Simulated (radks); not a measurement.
**Ionisation of Cd³⁺: one atom, several choices of functional**

The task here is to estimate one member of a computed series from the others.

Program: radks (a radial shooting solver on a logarithmic mesh, Libxc functionals) version 1. Level of theory: Dirac Kohn-Sham, spin-unpolarised, spherical densities, finite nucleus; open shells fill j = l - 1/2 first. These are calculated values, not measurements, unless marked.

## The system

* element: cadmium (Z = 48)
* charge: +3
* electrons: 45
* configuration: [Kr] 4d9
* ion: Cd⁴⁺, [Kr] 4d8
* choices: BLYP; exchange-only LDA; PBE; LDA (Slater exchange, VWN5 correlation); BP86; B86b exchange with PBE correlation; exchange-only B88

The first run:

The run's settings:

```text
Z 48
configuration [Kr] 4d9
relativity Dirac
functional b88,lyp
spin unpolarised
j_filling energy
nucleus finite rms 4.6087 fm
c 137.035999084
```

Steps of the session up to this table: BLYP: Cd³⁺; BLYP: Cd⁴⁺; exchange-only LDA: Cd³⁺; exchange-only LDA: Cd⁴⁺; PBE: Cd³⁺; PBE: Cd⁴⁺; LDA (Slater exchange, VWN5 correlation): Cd³⁺; LDA (Slater exchange, VWN5 correlation): Cd⁴⁺; BP86: Cd³⁺; BP86: Cd⁴⁺; B86b exchange with PBE correlation: Cd³⁺; B86b exchange with PBE correlation: Cd⁴⁺; exchange-only B88: Cd³⁺; exchange-only B88: Cd⁴⁺.

One of the session's tables, all rows but one given; the rest of the session is left out.

| functional | Δ-SCF (eV) | −ε(HOMO) (eV) | <r> HOMO (bohr) |
| --- | --- | --- | --- |
| BLYP | 53.558 | 45.352 | 1.207 |
| exchange-only LDA | 52.188 | 44.021 | 1.210 |
| PBE | 53.701 | 45.481 | 1.203 |
| LDA (Slater exchange, VWN5 correlation) | 53.930 | 45.723 | 1.205 |
| BP86 | ? | ? | ? |
| B86b exchange with PBE correlation | 53.729 | 45.508 | 1.203 |
| exchange-only B88 | 52.383 | 44.198 | 1.208 |

Estimate the missing values for BP86.

As computed: Δ-SCF (eV): 53.772; −ε(HOMO) (eV): 45.557; <r> HOMO (bohr): 1.202. In the column «Δ-SCF (eV)» it lies between B86b exchange with PBE correlation (53.729) and LDA (Slater exchange, VWN5 correlation) (53.930).

Spin polarisation and multiplet splitting are left out, so open shells lie too high by an amount that depends on their filling.
